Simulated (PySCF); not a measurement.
# C₂H₁₂Si₄: electronic excitations

Wanted: the electronic excitations of C₂H₁₂Si₄ (`C[Si@@H]1[SiH2]C[SiH2][SiH2]1`), by calculation.

Computed with PySCF 2.14.0, with density-fitted response routines of our own, on a single molecule in the gas phase. Atoms count from 0, in the outputs and in this text.

## 1. The molecule as given

18 atoms, charge 0, multiplicity 1; geometry from: GFN2-xTB.

Bonds of the start (Å): C0–Si1 1.91, Si1–Si2 2.33, Si2–C3 1.91, C3–Si4 1.91, Si4–Si5 2.33, Si5–Si1 2.35, C0–H6 1.09, C0–H7 1.09, C0–H8 1.09, Si1–H9 1.48, Si2–H10 1.47, Si2–H11 1.47, C3–H12 1.09, C3–H13 1.09, Si4–H14 1.47, Si4–H15 1.47, Si5–H16 1.47, Si5–H17 1.47.

## 2. Ultraviolet spectrum: wB97X-D/def2-SVPD

The job: settings as JSON, then the geometry in Å.

```
{"job": {"kind": "uv", "xc": "wB97X-D", "basis": "def2-SVPD", "nstates": 8, "ntriplets": 3}, "charge": 0, "multiplicity": 1}
C     -2.516182     1.263378     0.110941
Si    -0.987977     0.433880     0.894373
Si     0.994917     1.440443     0.184282
C      2.173397    -0.036173    -0.122626
Si     1.380848    -1.593059    -0.905499
Si    -0.686067    -1.768503     0.144882
H     -2.596635     2.307480     0.399860
H     -3.434588     0.768345     0.412899
H     -2.467044     1.228354    -0.973740
H     -1.198369     0.552820     2.352739
H      1.664192     2.369172     1.107402
H      0.868892     2.181047    -1.081203
H      2.595403    -0.329631     0.840778
H      3.020383     0.288875    -0.725131
H      1.282199    -1.362257    -2.354855
H      2.321183    -2.712983    -0.752477
H     -1.736124    -2.252579    -0.763744
H     -0.687187    -2.772292     1.219462
```

With the program's defaults for keys left out, this is: TDDFT wB97X-D/def2-SVPD, vertical, gas phase, core orbitals frozen in the response.

The run is started by

```bash
OMP_NUM_THREADS=1 python probes_run.py task.json out
```

This one command runs all jobs of the session in turn.

Predict these results of the whole session: lowest singlet (wB97X-D/def2-SVPD); brightest single state of those computed; lowest triplet.

**Answer**, as computed:

| quantity | value |
| --- | --- |
| lowest singlet (wB97X-D/def2-SVPD) | 5.41 eV (229 nm), f = 0.002 |
| brightest single state of those computed | state 4, 6.78 eV, f = 0.099 |
| lowest triplet | 5.04 eV |

In words: The first singlet state (HOMO→LUMO 0.96) lies at 5.41 eV and is weak; of the 8 states computed, the strongest absorption comes from state 4 at 6.78 eV. The lowest triplet lies 0.37 eV below the lowest singlet (triplets in Tamm-Dancoff, singlets in full TDDFT).
